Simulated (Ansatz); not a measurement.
# H7OPSi2: a ladder of functionals and wavefunction methods

One table from this session's results is given with a row withheld; the runs are named, their logs left out.

Program: Ansatz 0.2.0, Gaussian basis. Level of theory: functionals in def2-TZVPP, the program's frozen cores in correlated methods. These are calculated values, not measurements.

The runs, in order: PBE-D4, r2SCAN-D4, PBE0-D4, B3LYP-D4, ωB97X-V, ωB97M-V, B2PLYP; CCSD(T)/def2-TZVPP; MP2/def2-QZVPP; extrapolation to the limit.

## The geometry

All runs share one geometry, relaxed beforehand with PBE0-D4 in a triple-zeta def2 set.

SMILES `O[SiH2]P[SiH3]`, 11 atoms, charge 0, spin multiplicity 1.

Atoms are counted from 1 here; the program's logs count them from 0.

Bond lengths: O1–Si2 1.649 Å, O1–H5 0.958 Å, Si2–P3 2.247 Å, Si2–H6 1.489 Å, Si2–H7 1.481 Å, P3–Si4 2.251 Å, P3–H8 1.422 Å, Si4–H9 1.486 Å, Si4–H10 1.485 Å, Si4–H11 1.486 Å. Angles: Si2–O1–H5 117.9°, O1–Si2–P3 116.4°, O1–Si2–H6 111.3°, O1–Si2–H7 104.9°, P3–Si2–H6 106.2°, P3–Si2–H7 107.6°, H6–Si2–H7 110.4°, Si2–P3–Si4 96.7°, Si2–P3–H8 95.2°, Si4–P3–H8 95.5°, P3–Si4–H9 113.7°, P3–Si4–H10 107.7°, P3–Si4–H11 108.6°, H9–Si4–H10 109.3°, H9–Si4–H11 108.3°, H10–Si4–H11 109.1°.

Set-up of the first run:

in.yaml reads:

```yaml
crystal:
  periodic: [false, false, false]
  atoms:
    - {symbol: O, position_ang: [-1.295086, 0.698386, -1.298925]}
    - {symbol: Si, position_ang: [-0.071908, 1.500082, -0.536913]}
    - {symbol: P, position_ang: [0.898133, 0.433570, 1.185995]}
    - {symbol: Si, position_ang: [0.627984, -1.654109, 0.390138]}
    - {symbol: H, position_ang: [-2.046243, 0.420746, -0.772731]}
    - {symbol: H, position_ang: [-0.533941, 2.812216, -0.006870]}
    - {symbol: H, position_ang: [0.960877, 1.698933, -1.578900]}
    - {symbol: H, position_ang: [-0.266725, 0.420290, 2.001675]}
    - {symbol: H, position_ang: [-0.790676, -2.016387, 0.134991]}
    - {symbol: H, position_ang: [1.397368, -1.756842, -0.876079]}
    - {symbol: H, position_ang: [1.185518, -2.613986, 1.378323]}
basis:
  gaussian: {orbitals: def2-TZVPP}
hamiltonian: {xc: pbe, dispersion: d4}
output: {forces: true, orbitals: {seedname: orbitals}}
```

Launch:

```bash
$ ansatz run in.yaml --threads 4 --pin off --events-out ev --progress --plain --max-ram 10444MiB
```

Steps of the session up to this table: PBE-D4 (GGA); r2SCAN-D4 (meta-GGA); PBE0-D4 (hybrid); B3LYP-D4 (hybrid); ωB97X-V (range-separated); ωB97M-V (range-separated); B2PLYP (double hybrid); CCSD(T) in def2-TZVPP; MP2 in def2-QZVPP.

One of the session's tables, all rows but one given; the rest of the session is left out.

| method | atomisation energy (kJ/mol) |
| --- | --- |
| PBE-D4 | ? |
| r2SCAN-D4 | 3400.6 |
| PBE0-D4 | 3358.1 |
| B3LYP-D4 | 3403.3 |
| ωB97X-V | 3442.0 |
| ωB97M-V | 3418.8 |
| B2PLYP | 3348.3 |
| HF/def2-TZVPP | 2470.7 |
| MP2/def2-TZVPP | 3300.7 |
| CCSD/def2-TZVPP | 3264.9 |
| CCSD(T)/def2-TZVPP | 3305.8 |
| MP2/CBS | 3406.5 |
| CCSD(T)/CBS | 3411.6 |

Estimate the missing values for PBE-D4.

The run gave: atomisation energy (kJ/mol): 3389.8. In the column «atomisation energy (kJ/mol)» it lies between PBE0-D4 (3358.1) and r2SCAN-D4 (3400.6).
